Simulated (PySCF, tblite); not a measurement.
**CH₆F₂Si₂, a small molecule taken as a stand-in for a surface group: NMR shifts, core binding energies and electronic excitations**

What NMR shifts, core binding energies and electronic excitations should one expect for `C[Si](F)(F)[SiH3]`?

Computed with tblite 0.8.0 and PySCF 2.14.0; each step states its level. No surroundings beyond the atoms listed, unless a continuum is named. Atoms count from 0, parts from 1.

### 1 The system as given

11 atoms, charge 0, multiplicity 1; geometry: distance geometry start.

### 2 Relaxing the cluster with GFN2-xTB

The job: settings as JSON, then the geometry in Å.

```
{"job": {"kind": "relax", "xc": "GFN2-xTB", "basis": "xTB"}, "charge": 0, "multiplicity": 1}
Si    -0.200782     0.621192    -0.394094
Si     1.730778    -0.129211     0.431204
F     -0.438585     2.136680     0.307902
F     -0.030730     0.671001    -2.056063
C     -1.672086    -0.481009     0.000612
H      2.121393     0.514098     1.663963
H      1.645732    -1.595102     0.572158
H      2.747970     0.168411    -0.622739
H     -1.992034    -0.917229    -0.953962
H     -1.438010    -1.217198     0.780204
H     -2.489280     0.222143     0.301758
```

Method: GFN2-xTB geometry optimisation, gas phase.

Launch:

```bash
$ OMP_NUM_THREADS=1 python cluster_run.py task.json out
```

This one command runs all jobs of the session in turn.

**Question.** The jobs that follow are: PBE0-D3(BJ)/def2-SVP geometry optimisation, gas phase; GIAO PBE0/pcSseg-2 NMR shielding, non-relativistic, gas phase; delta-SCF UKS SCAN, pcX-2 on the ionised atom, pcseg-1 elsewhere, spin-free X2C; TDDFT CAM-B3LYP/def2-SVPD, vertical, gas phase, core orbitals frozen in the response. Predict: rotational constants (main isotopes); ¹³C shifts against TMS (PBE0/pcSseg-2); ¹H shifts against TMS (PBE0/pcSseg-2, means over atoms taken as alike); ²⁹Si shifts against TMS (PBE0/pcSseg-2); ¹⁹F shifts against CFCl3 (PBE0/pcSseg-2); surface potential, 1st and 99th percentile; Si2p binding energies, SCAN/pcX-2; F1s binding energies, SCAN/pcX-2; C1s binding energies, SCAN/pcX-2; lowest singlet (CAM-B3LYP/def2-SVPD); brightest single state of those computed; lowest triplet; vertical ionisation energy (ΔSCF).

The runs gave:

| quantity | value |
| --- | --- |
| rotational constants (main isotopes) | 3.54, 2.00, 1.95 GHz |
| ¹³C shifts against TMS (PBE0/pcSseg-2) | 2.2 ppm |
| ¹H shifts against TMS (PBE0/pcSseg-2, means over atoms taken as alike) | 3.53, 3.40, 0.68, 0.37, 0.37 ppm |
| ²⁹Si shifts against TMS (PBE0/pcSseg-2) | 23.7, -119.8 ppm |
| ¹⁹F shifts against CFCl3 (PBE0/pcSseg-2) | -131.7, -131.8 ppm |
| surface potential, 1st and 99th percentile | -0.98 V and 1.38 V |
| Si2p binding energies, SCAN/pcX-2 | Si0 108.63, Si1 107.15 eV |
| F1s binding energies, SCAN/pcX-2 | F2 692.38, F3 692.38 eV |
| C1s binding energies, SCAN/pcX-2 | C4 290.81 eV |
| lowest singlet (CAM-B3LYP/def2-SVPD) | 7.20 eV (172 nm), f = 0.023 |
| brightest single state of those computed | state 4, 8.58 eV, f = 0.358 |
| lowest triplet | 6.32 eV |
| vertical ionisation energy (ΔSCF) | 10.61 eV |

**Reading.** Over 12 steps the energy fell by 0.281 eV; of the close pairs, Si0–Si1 changed most, 2.264 to 2.339 Å (PBE0/def2-SVP). Si0 (silicon bonded to C, 2 F, Si) binds its Si2p electron 1.48 eV more tightly than Si1 (silicon bonded to Si, 3 H). The F1s levels computed lie within 0.00 eV of one another, too close to rank. The first singlet state (HOMO→LUMO+2 0.89) lies at 7.20 eV and is weak; of the 6 states computed, the strongest absorption comes from state 4 at 8.58 eV. The lowest triplet lies 0.88 eV below the lowest singlet (triplets in Tamm-Dancoff, singlets in full TDDFT). ΔSCF puts the ionisation energy at 10.61 eV, 0.85 eV above −ε(HOMO). A capped cluster stands for the solid here, so long-range fields and strain are missing, and bands or shifts of the capping hydrogens have no counterpart in it.
